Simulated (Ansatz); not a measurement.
TeRu:

```xyz
2
Lattice="3.7951 0.0000 0.0000 -1.8975 3.2866 0.0000 0.0000 0.0000 3.7038" Properties=species:S:1:pos:R:3 pbc="T T T"
Ru    0.0000    0.0000    0.0000
Te    1.8975    1.0955    1.8519
```

The cell comes from a database or a generator and needn't be the stable form of this composition.

Base run:

| Property | Result |
| --- | --- |
| Program | Ansatz 0.2.0 |
| Functional | PBEsol |
| Potentials or basis | Ansatz PAW |
| Cutoff | 420 eV |
| Density cutoff | 1680 eV |
| k mesh | 6 × 6 × 5 |
| Occupations | gaussian, width 0.05 eV |
| Spin | collinear spin, ferromagnetic start |
| Starting moments | [1.0, 0.0] μB |
| Hubbard terms | Ru d U = 4 eV |

Its results: band gap on the k mesh none (metal or under the smearing width); pressure -10.7 GPa; net moment 1.71 μB per cell.

Problem. The run is repeated on the same cell with these changes: spin from collinear spin, ferromagnetic start to non-collinear spin, random start; moments at the start from [1.0, 0.0] to [0.17, 0.33, -0.44, -0.0, -0.0, -0.0]. What comes out?

Solution. Band gap on the k mesh none (metal or under the smearing width); pressure -2.2 GPa; net moment 2.06 μB per cell.

Caveats: the magnetic or orbital state may not be the lowest; the PAW data sets come from PBE, with cores solved anew for the run's functional, which leaves a small shift of forces and pressure; the U is typed as a test and isn't derived for this compound.

Not every run made on this cell is shown here.
